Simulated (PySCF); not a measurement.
# C4H7Al (SMILES CC#[C][AlH][CH3]): r2SCAN/def2-SVP

What is the vertical ionisation energy of C4H7Al at r2SCAN/def2-SVP? The job is set up through a Python script.

Program for the calculation: PySCF 2.14.0.

## Step 1: Starting point

The species is C4H7Al (12 atoms), meant as a singlet with charge 0. SMILES: `CC#[C][AlH][CH3]`. Geometry: a GFN2-xTB relaxation, a rough one for these elements and not checked as a minimum.

Bond lengths: C1–C2 1.448 Å, C2–C3 1.217 Å, C3–Al4 1.939 Å, Al4–C5 1.991 Å, C1–H6 1.091 Å, C1–H7 1.090 Å, C1–H8 1.090 Å, Al4–H9 1.550 Å, C5–H10 1.097 Å, C5–H11 1.097 Å, C5–H12 1.098 Å. Some angles: C1–C2–C3 179.6°, C2–C3–Al4 178.4°, C3–Al4–C5 127.3°, C2–C1–H6 110.1°, C2–C1–H7 110.0°, C2–C1–H8 110.1°, C3–Al4–H9 115.1°, C5–Al4–H9 117.6°, Al4–C5–H10 112.9°, Al4–C5–H11 112.5°.

## Step 2: The energy at r2SCAN/def2-SVP

The input, geometry.xyz:

```xyz
12
C4H7Al
C     -0.162730    -3.099470     0.290160
C     -0.216060    -1.652690     0.328910
C     -0.253590    -0.436940     0.358830
Al    -0.338680     1.497720     0.454640
C      0.513060     2.805590    -0.780960
H      0.020740    -3.440610    -0.729270
H      0.640480    -3.460740     0.932960
H     -1.107670    -3.518180     0.637760
H     -1.169800     2.062230     1.634310
H      1.608280     2.742920    -0.779730
H      0.206740     2.658110    -1.824230
H      0.259230     3.842060    -0.523380
```

The input, job.py:

```python
from pyscf import gto, dft

system = gto.M(
    atom='geometry.xyz',
    charge=0,
    basis='def2-svp',
    verbose=4,
    max_memory=1860,
)

mf = dft.RKS(system)
mf.xc = 'r2scan'
mf.conv_tol = 1e-10
mf.grids.level = 3
mf.kernel()
if not mf.converged:
    mf = mf.newton().run(mf.mo_coeff, mf.mo_occ)

energy = mf.e_tot
print('E = %.10f Eh' % energy)
```

Run with:

```console
$ OMP_NUM_THREADS=1 python job.py
```

The program printed:

```text
PySCF version 2.14.0

[... 85 lines left out ...]
converged SCF energy = -398.695486931145
E = -398.6954869311 Eh
```

Wall time 30 s (1 thread of Arm Neoverse V1, shared host); peak memory 0.62 GiB.

## Step 3: The doublet cation at the same level

The input, start.xyz:

```xyz
12
C4H7Al
C     -0.162730    -3.099470     0.290160
C     -0.216060    -1.652690     0.328910
C     -0.253590    -0.436940     0.358830
Al    -0.338680     1.497720     0.454640
C      0.513060     2.805590    -0.780960
H      0.020740    -3.440610    -0.729270
H      0.640480    -3.460740     0.932960
H     -1.107670    -3.518180     0.637760
H     -1.169800     2.062230     1.634310
H      1.608280     2.742920    -0.779730
H      0.206740     2.658110    -1.824230
H      0.259230     3.842060    -0.523380
```

The input, calc.py:

```python
from pyscf import gto, dft

mol = gto.M(
    atom='start.xyz',
    charge=1,
    basis='def2-svp',
    max_memory=1860,
    spin=1,
    verbose=4,
)

mf = dft.UKS(mol)
mf.xc = 'r2scan'
mf.grids.level = 3
mf.conv_tol = 1e-10
mf.kernel()
if not mf.converged:
    mf = mf.newton().run(mf.mo_coeff, mf.mo_occ)

energy = mf.e_tot
print('Final energy', energy)
```

Run with:

```console
$ OMP_NUM_THREADS=1 python calc.py
```

The program printed:

```text
PySCF version 2.14.0

[... 64 lines left out ...]
WARN: HOMO -0.329183116684583 >= LUMO -0.329183116684586
[... 70 lines left out ...]
converged SCF energy = -398.365224892318  <S^2> = 0.75637428  2S+1 = 2.0063642
Final energy -398.36522489231777
```

It took 84 s on 1 thread of Arm Neoverse V1, shared host; peak memory 0.62 GiB.

## Step 4: Summary of results

At r2SCAN/def2-SVP:

```
                                          quantity          value
                      singlet C4H7Al: total energy  -398.69549 Eh
                     singlet C4H7Al: dipole moment         1.66 D
                       singlet C4H7Al: HOMO energy       -6.33 eV
                       singlet C4H7Al: LUMO energy       -1.70 eV
                     singlet C4H7Al: HOMO–LUMO gap        4.63 eV
                      doublet cation: total energy  -398.36522 Eh
doublet cation: HOMO energy (highest over α and β)      -12.34 eV
 doublet cation: LUMO energy (lowest over α and β)      -11.58 eV
                              doublet cation: ⟨S²⟩          0.756
vertical ionisation energy (to the doublet cation)       8.987 eV
```

In words: Removing an electron at fixed nuclei costs 8.99 eV (207 kcal/mol). The negative HOMO energy of the first species, 6.33 eV, lies 2.66 eV below that difference. Mulliken charges (doublet cation) run from -0.43 on C5 to +0.87 on Al4; they depend strongly on the basis.
